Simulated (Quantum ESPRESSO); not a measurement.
# TaO under changes of volume

One of the cells (15.693 Å³/atom); the others are scaled copies at fixed shape and fractional positions:

```xyz
2
Lattice="3.0661 0.0000 0.0000 -1.5331 2.6553 0.0000 0.0000 0.0000 3.8550" Properties=species:S:1:pos:R:3 pbc="T T T"
Ta    0.0000    0.0000    1.9275
O     0.0000    0.0000    0.0000
```

The cell was built by a generator and needn't be a form met in nature.

| Quantity | Value |
| --- | --- |
| Program | Quantum ESPRESSO 7.5 |
| Functional | PBE |
| Potentials or basis | SSSP 1.3 efficiency PBE |
| Cutoff | 748 eV |
| Density cutoff | 5987 eV |
| k mesh | 10 × 10 × 7 |
| Occupations | fermi-dirac, width 0.05 eV |
| Spin | no spin polarisation |

```tsv
volume (Å³/atom)	energy over the lowest point (meV/atom)	pressure (GPa)
14.751	37.83	13.4
15.065	16.45	8.5
15.379	4.13	4.1
15.693	0.00	0.1
16.007	3.27	-3.5
16.321	13.23	-6.8
16.634	?	?
```

What does the run at 16.634 Å³/atom give?

Energy over the lowest point 29.26 meV/atom; pressure -9.7 GPa.

Worked out: A Birch-Murnaghan fit of order 3 (a polynomial in V^(-2/3)) to the other rows has its minimum at 15.71 Å³/atom with B0 = V·E''(V) = 188 GPa and B' = 4.0 at fixed shape and positions, which overstates the stiffness. It gives 29.18 meV/atom at 16.634 Å³/atom, against the run's 29.26, and -dE/dV = -9.6 GPa, against -9.7.

Energies are extrapolated to zero smearing.

Caveats: an odd number of electrons without spin polarisation forces a metal; a magnetic or distorted state may lie lower.
